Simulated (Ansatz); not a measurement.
# CH5FN2OSi: a ladder of functionals and wavefunction methods

An exercise on one series of results from a longer session: the logs are not shown, and one member is left open.

The runs use Ansatz 0.2.0, Gaussian basis; functionals in def2-TZVPP, the program's frozen cores in correlated methods.

The runs, in order: LDA (SPW92), PBE-D4, revPBE-D4, BLYP-D4, r2SCAN-D4, B97M-V, PBE0-D4, B3LYP-D4, r2SCANh-D4, r2SCAN0-D4, HSE06-D4, BHLYP-D4, CAM-B3LYP-D4, LC-ωPBE, ωB97X-V, ωB97M-V, B2PLYP, PBE-QIDH; CCSD(T)/def2-SVP; CCSD(T)/def2-TZVPP; MP2/def2-QZVPP; extrapolation to the limit; RPA on PBE.

## The geometry

The geometry comes from an earlier relaxation with PBE0-D4 in a triple-zeta def2 set; it is a stationary point, not always the lowest conformer.

SMILES `N=C[Si](N)(O)F`, 11 atoms, charge 0, spin multiplicity 1.

Atoms are counted from 1 here; the program's logs count them from 0.

Bond lengths: N1–C2 1.273 Å, N1–H7 1.021 Å, C2–Si3 1.885 Å, C2–H8 1.099 Å, Si3–N4 1.687 Å, Si3–O5 1.622 Å, Si3–F6 1.596 Å, N4–H9 1.005 Å, N4–H10 1.005 Å, O5–H11 0.968 Å. Angles: C2–N1–H7 112.7°, N1–C2–Si3 115.4°, N1–C2–H8 121.8°, Si3–C2–H8 122.8°, C2–Si3–N4 116.7°, C2–Si3–O5 103.9°, C2–Si3–F6 105.4°, N4–Si3–O5 110.8°, N4–Si3–F6 106.0°, O5–Si3–F6 114.3°, Si3–N4–H9 122.0°, Si3–N4–H10 123.1°, H9–N4–H10 113.3°, Si3–O5–H11 110.4°.

As a file:

```xyz
11
CH5FN2OSi
N     0.00732   -1.23579   -1.69962
C     0.73490   -0.73420   -0.78353
Si   -0.05887    0.65714    0.20973
N    -0.11854    0.45360    1.88323
O    -1.55356    0.77454   -0.41022
F     0.86009    1.93695   -0.04417
H     0.47722   -1.98433   -2.21174
H     1.75526   -1.09524   -0.59197
H    -0.92285    0.06695    2.34463
H     0.52583    0.89747    2.51316
H    -1.64151    0.20591   -1.18880
```

The first run:

in.yaml

```yaml
crystal:
  periodic: [false, false, false]
  atoms:
    - {symbol: N, position_ang: [0.007319, -1.235786, -1.699621]}
    - {symbol: C, position_ang: [0.734896, -0.734203, -0.783530]}
    - {symbol: Si, position_ang: [-0.058870, 0.657138, 0.209726]}
    - {symbol: N, position_ang: [-0.118537, 0.453597, 1.883226]}
    - {symbol: O, position_ang: [-1.553556, 0.774541, -0.410219]}
    - {symbol: F, position_ang: [0.860093, 1.936953, -0.044165]}
    - {symbol: H, position_ang: [0.477222, -1.984327, -2.211736]}
    - {symbol: H, position_ang: [1.755258, -1.095243, -0.591969]}
    - {symbol: H, position_ang: [-0.922845, 0.066953, 2.344630]}
    - {symbol: H, position_ang: [0.525826, 0.897470, 2.513157]}
    - {symbol: H, position_ang: [-1.641507, 0.205907, -1.188798]}
basis:
  gaussian: {orbitals: def2-TZVPP}
hamiltonian: {xc: lda}
output: {orbitals: {seedname: orbitals}}
```

The run is started by

```sh
$ ansatz run in.yaml --threads 4 --pin off --events-out ev --progress --plain --max-ram 10444MiB
```

Steps of the session up to this table: LDA; PBE-D4 (GGA); revPBE-D4 (GGA); BLYP-D4 (GGA); r2SCAN-D4 (meta-GGA); B97M-V (meta-GGA); PBE0-D4 (hybrid); B3LYP-D4 (hybrid); r2SCANh-D4 (hybrid); r2SCAN0-D4 (hybrid); HSE06-D4 (hybrid); BHLYP-D4 (hybrid); CAM-B3LYP-D4 (range-separated); LC-ωPBE (range-separated); ωB97X-V (range-separated); ωB97M-V (range-separated); B2PLYP (double hybrid); PBE-QIDH (double hybrid).

One table of the session follows, with a row left open; its other results are not shown here.

It belongs to the step «Orbital energies across the functionals». 

| functional | HOMO (eV) | gap (eV) |
| --- | --- | --- |
| LDA (SPW92) | ? | ? |
| PBE-D4 | -6.08 | 3.93 |
| revPBE-D4 | -6.03 | 3.98 |
| BLYP-D4 | -6.00 | 3.99 |
| r2SCAN-D4 | -6.38 | 4.42 |
| B97M-V | -6.52 | 4.66 |
| PBE0-D4 | -7.55 | 6.49 |
| B3LYP-D4 | -7.34 | 6.03 |
| r2SCANh-D4 | -6.93 | 5.37 |
| r2SCAN0-D4 | -7.75 | 6.80 |
| HSE06-D4 | -7.14 | 5.69 |
| BHLYP-D4 | -8.97 | 9.11 |
| CAM-B3LYP-D4 | -9.00 | 9.15 |
| LC-ωPBE | -10.33 | 11.71 |
| ωB97X-V | -9.99 | 11.30 |
| ωB97M-V | -9.88 | 11.09 |

Q: Estimate the row for LDA (SPW92) from the others.

The run gave: HOMO (eV): -6.20; gap (eV): 3.77. In the column «HOMO (eV)» it lies between r2SCAN-D4 (-6.38) and PBE-D4 (-6.08).
